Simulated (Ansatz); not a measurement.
**WSi (triplet): wave-function methods side by side, def2-TZVPP**

The task here is to estimate one member of a computed series from the others.

The runs use Ansatz 0.2.0, Gaussian basis; def2-TZVPP, core rule «outside noble gas», up to 9 orbitals frozen.

Plan: UHF; ROHF; CCSD(T) on UHF.

2 further runs of the same task are left out: 2 set aside as unsound or not needed.

### The system

The geometry is a PBE0/def2-TZVP stationary point (not a proven minimum). No spin-orbit coupling is included. Elements past krypton take def2 core potentials.

2 atoms, charge 0, spin multiplicity 3.

Atoms are counted from 1 here; the program's logs count them from 0.

Bond lengths: W1–Si2 2.218 Å.

The first run:

in.yaml reads:

```yaml
crystal:
  periodic: [false, false, false]
  atoms:
    - {symbol: W, position_ang: [0.000000, 0.000000, 0.000000]}
    - {symbol: Si, position_ang: [0.000000, 0.000000, 2.218234]}
basis:
  gaussian: {orbitals: def2-TZVPP}
magnetization: {spin_polarized: true, initial_magnetization: 2}
hamiltonian: {xc: hf}
output: {orbitals: {seedname: orbitals}}
```

Command:

```bash
> ansatz run in.yaml --threads 1 --pin off --events-out ev --progress --plain --max-ram 4096MiB --backend cpu
```

Among the steps run: UHF; ROHF; CCSD(T) on UHF.

One of the session's tables, all rows but one given; the rest of the session is left out.

```
  method  from UCCSD(T) (kJ/mol)
    ROHF                       ?
    UMP2                  +174.3
   UCCSD                   +56.0
UCCSD(T)                       0
```

Estimate the missing values for ROHF.

The run gave: from UCCSD(T) (kJ/mol): +846.0. In the column «from UCCSD(T) (kJ/mol)» it is the highest.

Left out of the table: UHF (another determinant or state than the rows shown).

With the free atoms at the same levels and basis (separate runs), the atomisation energy is 2.788 eV at UCCSD(T), -0.456 eV at ROHF.

Caveats from the session: The determinant is far from a pure spin state, so its energy mixes those of several spin states (harmless only where they are near-degenerate, as at dissociation). Warnings: spin contamination; coupled cluster took another determinant than the lowest.
